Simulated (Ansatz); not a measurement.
# C2H6ClNSi (SMILES C=C[SiH](N)Cl) at 3 levels

We compute a comparison of 3 runs (HF/aug-cc-pVDZ, B3LYP/6-31G*, PBE0/def2-SVP) of C2H6ClNSi. 

The calculation is run with Ansatz 0.2.0.

3 further runs of the same task are left out: 2 for a known fault of the program, 1 set aside as unsound or not needed.

### Step 1. The molecule

The species is C2H6ClNSi (11 atoms), meant as a singlet with charge 0. SMILES: `C=C[SiH](N)Cl`. The coordinates come from a PBE0-D4/def2-TZVP relaxation. This is one conformer, not always the lowest.

Bond lengths: C1–C2 1.329 Å, C2–Si3 1.850 Å, Si3–N4 1.703 Å, Si3–Cl5 2.077 Å, C1–H6 1.086 Å, C1–H7 1.086 Å, C2–H8 1.090 Å, Si3–H9 1.480 Å, N4–H10 1.008 Å, N4–H11 1.007 Å. Some angles: C1–C2–Si3 125.0°, C2–Si3–N4 108.9°, C2–Si3–Cl5 107.5°, N4–Si3–Cl5 114.6°, C1–C2–H8 118.4°, Si3–C2–H8 116.5°, C2–C1–H6 121.5°, C2–C1–H7 121.9°, C2–Si3–H9 113.8°, N4–Si3–H9 107.0°.

### Step 2. Energy and forces at HF/aug-cc-pVDZ (run 1)

Input file in.yaml:

```yaml
crystal:
  periodic: [false, false, false]
  atoms:
    - {symbol: C, position_ang: [-2.009100, -0.223800, 0.193800]}
    - {symbol: C, position_ang: [-0.763200, -0.607700, 0.453800]}
    - {symbol: Si, position_ang: [0.734800, 0.466000, 0.292000]}
    - {symbol: N, position_ang: [1.868300, -0.317300, -0.709400]}
    - {symbol: Cl, position_ang: [0.104400, 2.319600, -0.400900]}
    - {symbol: H, position_ang: [-2.233700, 0.783700, -0.142800]}
    - {symbol: H, position_ang: [-2.853600, -0.897600, 0.307100]}
    - {symbol: H, position_ang: [-0.595000, -1.630400, 0.790600]}
    - {symbol: H, position_ang: [1.412600, 0.742400, 1.578700]}
    - {symbol: H, position_ang: [1.579200, -0.700400, -1.595600]}
    - {symbol: H, position_ang: [2.820800, 0.008500, -0.746800]}
basis:
  gaussian:
    orbitals: aug-cc-pVDZ
output: {forces: true, orbitals: {seedname: orbitals}}
hamiltonian:
  xc: hf
accuracy: high
```

The run is started by

```console
$ ansatz run in.yaml --threads 1 --pin off --max-ram 2610MiB --events-out events.jsonl --progress --plain --runs-dir runs
```

What it wrote, shortened:

```text
Warning: RAYON_NUM_THREADS=1 ignored (pool sized by the plan → 1); use --threads N
Functional definition: HF
  name "HF"
[...]
3531 factors; integrals over basis functions are off by at most 3.6e-9 eV
[...]
mean field -24005.98890819 eV, -882.2038205322 hartree, gradient 2.2e-8 eV, S^2 0.000000; 0 other end points of the search recorded, 0 dependent functions left out
[...]
reference -24005.98890819 eV, -882.2038205322 hartree; 28, 28 occupied and 149, 149 virtual orbitals, 3531 factors
Total energy: -24005.98890819 eV, -882.2038205322 hartree
Atom 0 at    -2.009100    -0.223800     0.193800 Å, force    -0.146648     0.039277    -0.020444 eV/Å
Atom 1 at    -0.763200    -0.607700     0.453800 Å, force    -0.294277    -0.277812     0.075581 eV/Å
Atom 2 at     0.734800     0.466000     0.292000 Å, force     0.081857    -0.136187     0.625695 eV/Å
Atom 3 at     1.868300    -0.317300    -0.709400 Å, force     0.678790    -0.278106    -0.720484 eV/Å
Atom 4 at     0.104400     2.319600    -0.400900 Å, force    -0.114141     0.613468    -0.233395 eV/Å
Atom 5 at    -2.233700     0.783700    -0.142800 Å, force    -0.013342    -0.184262     0.052522 eV/Å
Atom 6 at    -2.853600    -0.897600     0.307100 Å, force     0.094189     0.074474    -0.014367 eV/Å
Atom 7 at    -0.595000    -1.630400     0.790600 Å, force    -0.036400     0.106437    -0.040049 eV/Å
Atom 8 at     1.412600     0.742400     1.578700 Å, force    -0.025790     0.020877    -0.026660 eV/Å
Atom 9 at     1.579200    -0.700400    -1.595600 Å, force     0.154851     0.162005     0.330044 eV/Å
Atom 10 at     2.820800     0.008500    -0.746800 Å, force    -0.379089    -0.140171    -0.028443 eV/Å
Dipole moment:     0.065667    -0.368729    -0.104425 e Å
```

Run time: 16 s. Hardware: 1 thread of Intel Xeon 6975P-C (Granite Rapids), shared host; peak memory 0.93 GiB.

### Step 3. Energy and gradient at B3LYP/6-31G(d) (Cartesian functions) (run 2)

Input file input.yaml:

```yaml
crystal:
  periodic: [false, false, false]
  atoms:
    - {symbol: C, position_ang: [-2.009100, -0.223800, 0.193800]}
    - {symbol: C, position_ang: [-0.763200, -0.607700, 0.453800]}
    - {symbol: Si, position_ang: [0.734800, 0.466000, 0.292000]}
    - {symbol: "N", position_ang: [1.868300, -0.317300, -0.709400]}
    - {symbol: Cl, position_ang: [0.104400, 2.319600, -0.400900]}
    - {symbol: H, position_ang: [-2.233700, 0.783700, -0.142800]}
    - {symbol: H, position_ang: [-2.853600, -0.897600, 0.307100]}
    - {symbol: H, position_ang: [-0.595000, -1.630400, 0.790600]}
    - {symbol: H, position_ang: [1.412600, 0.742400, 1.578700]}
    - {symbol: H, position_ang: [1.579200, -0.700400, -1.595600]}
    - {symbol: H, position_ang: [2.820800, 0.008500, -0.746800]}
basis:
  gaussian:
    orbitals: "6-31G*"
hamiltonian:
  xc: {name: B3LYP}
accuracy: high
output: {forces: true, orbitals: {seedname: orbitals}}
```

The run is started by

```console
$ ansatz run input.yaml --threads 1 --pin off --max-ram 2610MiB --events-out events.jsonl --progress --plain --runs-dir runs
```

What it wrote, shortened:

```text
Warning: RAYON_NUM_THREADS=1 ignored (pool sized by the plan → 1); use --threads N
Functional definition: B3LYP
  name "B3LYP"
[...]
2161 factors; integrals over basis functions are off by at most 3.7e-9 eV
[...]
mean field -24063.68908018 eV, -884.3242627424 hartree, gradient 8.8e-8 eV, S^2 0.000000; 0 other end points of the search recorded, 0 dependent functions left out
[...]
reference -24063.68912172 eV, -884.3242642689 hartree; 28, 28 occupied and 67, 67 virtual orbitals, 2161 factors
Total energy: -24063.68912172 eV, -884.3242642689 hartree
Atom 0 at    -2.009100    -0.223800     0.193800 Å, force    -0.405518     0.100197    -0.066378 eV/Å
Atom 1 at    -0.763200    -0.607700     0.453800 Å, force     0.305318    -0.181348     0.095361 eV/Å
Atom 2 at     0.734800     0.466000     0.292000 Å, force     0.005140    -0.133875     0.401818 eV/Å
Atom 3 at     1.868300    -0.317300    -0.709400 Å, force     0.165219    -0.208950    -0.014114 eV/Å
Atom 4 at     0.104400     2.319600    -0.400900 Å, force    -0.129147     0.508188    -0.163862 eV/Å
Atom 5 at    -2.233700     0.783700    -0.142800 Å, force    -0.081158     0.042899    -0.026801 eV/Å
Atom 6 at    -2.853600    -0.897600     0.307100 Å, force    -0.109398    -0.029378    -0.003029 eV/Å
Atom 7 at    -0.595000    -1.630400     0.790600 Å, force     0.022103    -0.085607     0.025202 eV/Å
Atom 8 at     1.412600     0.742400     1.578700 Å, force     0.029691     0.008168     0.005974 eV/Å
Atom 9 at     1.579200    -0.700400    -1.595600 Å, force    -0.064294    -0.103767    -0.231895 eV/Å
Atom 10 at     2.820800     0.008500    -0.746800 Å, force     0.262043     0.083472    -0.022276 eV/Å
Dipole moment:     0.112166    -0.421422    -0.139975 e Å
```

It took 8.4 s on 1 thread of Intel Xeon 6975P-C (Granite Rapids), shared host; peak memory 0.37 GiB.

### Step 4. Energy and gradient at PBE0/def2-SVP (run 3)

Input file molecule.yaml:

```yaml
crystal:
  periodic: [false, false, false]
  atoms:
    - symbol: C
      position_ang: [-2.009100, -0.223800, 0.193800]
    - symbol: C
      position_ang: [-0.763200, -0.607700, 0.453800]
    - symbol: Si
      position_ang: [0.734800, 0.466000, 0.292000]
    - symbol: N
      position_ang: [1.868300, -0.317300, -0.709400]
    - symbol: Cl
      position_ang: [0.104400, 2.319600, -0.400900]
    - symbol: H
      position_ang: [-2.233700, 0.783700, -0.142800]
    - symbol: H
      position_ang: [-2.853600, -0.897600, 0.307100]
    - symbol: H
      position_ang: [-0.595000, -1.630400, 0.790600]
    - symbol: H
      position_ang: [1.412600, 0.742400, 1.578700]
    - symbol: H
      position_ang: [1.579200, -0.700400, -1.595600]
    - symbol: H
      position_ang: [2.820800, 0.008500, -0.746800]
basis:
  gaussian: {orbitals: def2-SVP}
hamiltonian: {xc: pbe0}
accuracy: high
output: {forces: true, orbitals: {seedname: orbitals}}
```

The run is started by

```console
$ ansatz run molecule.yaml --threads 1 --pin off --max-ram 2610MiB --events-out events.jsonl --progress --plain --runs-dir runs
```

What it wrote, shortened:

```text
Warning: RAYON_NUM_THREADS=1 ignored (pool sized by the plan → 1); use --threads N
Functional definition: PBE0
  name "PBE0"
[...]
2467 factors; integrals over basis functions are off by at most 6.7e-9 eV
[...]
mean field -24042.89196544 eV, -883.5599828725 hartree, gradient 5.5e-8 eV, S^2 0.000000; 0 other end points of the search recorded, 0 dependent functions left out
[...]
reference -24042.89196802 eV, -883.5599829672 hartree; 28, 28 occupied and 80, 80 virtual orbitals, 2467 factors
Total energy: -24042.89196802 eV, -883.5599829672 hartree
Atom 0 at    -2.009100    -0.223800     0.193800 Å, force    -0.166001     0.017791    -0.019878 eV/Å
Atom 1 at    -0.763200    -0.607700     0.453800 Å, force     0.229328     0.041368     0.020898 eV/Å
Atom 2 at     0.734800     0.466000     0.292000 Å, force    -0.000313    -0.028050     0.220602 eV/Å
Atom 3 at     1.868300    -0.317300    -0.709400 Å, force     0.053075    -0.147000     0.045558 eV/Å
Atom 4 at     0.104400     2.319600    -0.400900 Å, force    -0.125559     0.304827    -0.128143 eV/Å
Atom 5 at    -2.233700     0.783700    -0.142800 Å, force    -0.065336     0.340511    -0.114902 eV/Å
Atom 6 at    -2.853600    -0.897600     0.307100 Å, force    -0.271688    -0.213885     0.033203 eV/Å
Atom 7 at    -0.595000    -1.630400     0.790600 Å, force     0.061112    -0.302917     0.096241 eV/Å
Atom 8 at     1.412600     0.742400     1.578700 Å, force     0.068734     0.015559     0.132507 eV/Å
Atom 9 at     1.579200    -0.700400    -1.595600 Å, force    -0.082991    -0.122926    -0.268366 eV/Å
Atom 10 at     2.820800     0.008500    -0.746800 Å, force     0.299640     0.094722    -0.017719 eV/Å
Dipole moment:     0.120480    -0.353187    -0.154279 e Å
```

Wall time 8.4 s (1 thread of Intel Xeon 6975P-C (Granite Rapids), shared host); peak memory 0.44 GiB.

### Step 5. Overview of the runs

```
run                               level  Cartesian functions  energy (Eh)  dipole moment (D)  HOMO energy (eV)  LUMO energy (eV)  wall time
  1                      HF/aug-cc-pVDZ                   no  -882.203821               1.87            -10.58              0.87       16 s
  2  B3LYP/6-31G* (Cartesian functions)                  yes  -884.324264               2.20             -7.36             -0.48      8.4 s
  3                       PBE0/def2-SVP                   no  -883.559983               1.94             -7.67             -0.46      8.4 s
```

### Step 6. Outcome

| quantity | value |
| --- | --- |
| run 3: total energy | -883.55998 Eh |
| run 3: dipole moment | 1.94 D |
| run 3: HOMO energy | -7.67 eV |
| run 3: LUMO energy | -0.46 eV |
| run 3: HOMO–LUMO gap | 7.21 eV |
| run 3: largest force on an atom | 0.365 eV/Å |

**Reading.** The dipole moment (its size) runs from 1.87 D (HF/aug-cc-pVDZ) to 2.20 D (B3LYP/6-31G*). The two ends differ in method and basis. The HOMO–LUMO gap runs from 6.88 eV (B3LYP/6-31G*) to 11.46 eV (HF/aug-cc-pVDZ). Totals of different functionals can't be ranked against each other. All runs together took 33 s, the longest 16 s.
